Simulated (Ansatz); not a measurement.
Write a Python script for Ansatz's Python interface that makes a short molecular-dynamics run of C2H4GeO, SMILES C#C[O][GeH3]. Settings: PBE, def2-SVP basis, multiplicity 1.

The script reads `c2h4geo.xyz`:
```text
8

C     1.95280    1.33990    0.22610
C     1.23060    0.39230    0.37140
O     0.44320   -0.72470    0.53770
Ge   -1.11240   -0.80880   -0.16200
H     2.49440    2.24650    0.05780
H    -2.06100    0.33660    0.42190
H    -1.07240   -0.66680   -1.69470
H    -1.78300   -2.17210    0.18610
```

The script, `c2h4geo_md.py`:
```python
"""Molecular dynamics of one C2H4GeO molecule."""

import ansatz as az
import numpy as np


def main() -> None:
    molecule = az.Crystal.molecule_from_extxyz("c2h4geo.xyz")

    calculation = (
        molecule.calculation()
        .basis(gaussian="def2-SVP")
        .functional("pbe")
        .md("nvt_nose_hoover", timestep=0.5, steps=40, temperature=800, initial_velocities="maxwell_boltzmann", seed=90, thermostat_time=50)
    )
    frames = []
    calculation.session().plan().execute(on_event=lambda e: frames.append(e["data"]) if e["event"] == "md_step" else None)
    print("t (fs)   E_pot (eV)      E_kin (eV)   T (K)   d(0-1) (A)")
    for f in frames[::1]:
        xyz = np.array(f["positions_ang"])
        print(f"{f['time_fs']:6.2f} {f['lagrangian_ev']:14.5f} {f['e_kin_ev']:10.5f} {f['temperature_k']:8.1f} {np.linalg.norm(xyz[0] - xyz[1]):9.4f}")
    kept = np.array([f["conserved_ev"] for f in frames])
    print(f"conserved energy moves by at most {1000 * np.ptp(kept):.3f} meV")


if __name__ == "__main__":
    main()
```

`python c2h4geo_md.py` gives:
```text
t (fs)   E_pot (eV)      E_kin (eV)   T (K)   d(0-1) (A)
  0.00   -60677.78653    0.62045    800.0    1.2003
  0.50   -60677.76830    0.60234    776.6    1.1976
  1.00   -60677.74737    0.58168    750.0    1.1966
  1.50   -60677.72814    0.56276    725.6    1.1974
  2.00   -60677.71554    0.55042    709.7    1.2002
  2.50   -60677.71338    0.54838    707.1    1.2048
  3.00   -60677.72320    0.55818    719.7    1.2110
  3.50   -60677.74388    0.57870    746.2    1.2187
  4.00   -60677.77183    0.60640    781.9    1.2275
  4.50   -60677.80178    0.63607    820.1    1.2369
  5.00   -60677.82794    0.66199    853.6    1.2465
  5.50   -60677.84526    0.67921    875.8    1.2558
  6.00   -60677.85080    0.68482    883.0    1.2645
  6.50   -60677.84454    0.67880    875.2    1.2721
  7.00   -60677.82942    0.66403    856.2    1.2782
  7.50   -60677.81030    0.64526    832.0    1.2825
  8.00   -60677.79225    0.62745    809.0    1.2848
  8.50   -60677.77880    0.61409    791.8    1.2851
  9.00   -60677.77113    0.60639    781.9    1.2831
  9.50   -60677.76842    0.60358    778.2    1.2790
 10.00   -60677.76878    0.60385    778.6    1.2730
 10.50   -60677.77034    0.60534    780.5    1.2653
 11.00   -60677.77169    0.60666    782.2    1.2561
 11.50   -60677.77192    0.60689    782.5    1.2459
 12.00   -60677.77049    0.60545    780.7    1.2351
 12.50   -60677.76703    0.60200    776.2    1.2241
 13.00   -60677.76140    0.59640    769.0    1.2134
 13.50   -60677.75365    0.58869    759.1    1.2034
 14.00   -60677.74398    0.57907    746.6    1.1947
 14.50   -60677.73258    0.56772    732.0    1.1876
 15.00   -60677.71960    0.55480    715.4    1.1824
 15.50   -60677.70537    0.54070    697.2    1.1794
 16.00   -60677.69112    0.52669    679.1    1.1785
 16.50   -60677.67969    0.51561    664.8    1.1798
 17.00   -60677.67532    0.51162    659.7    1.1831
 17.50   -60677.68204    0.51854    668.6    1.1881
 18.00   -60677.70094    0.53737    692.9    1.1946
 18.50   -60677.72854    0.56469    728.1    1.2022
 19.00   -60677.75769    0.59355    765.3    1.2106
 19.50   -60677.78064    0.61639    794.8    1.2195
 20.00   -60677.79217    0.62809    809.9    1.2287
conserved energy moves by at most 1.565 meV
```

Reading the output:
- Total energies depend on the basis set; only differences at equal settings carry meaning.
- The trajectory is only some femtoseconds long, so its temperature is not equilibrated; where the script doesn't relax first, it starts from a rough generated geometry.
- The temperature counts the internal degrees of freedom alone.
- Finished in 100 s on 1 thread of Arm Neoverse V1, with other jobs on the host, peak memory 0.19 GiB.

(Lines on the test bed's own set-up are left out of the output.)
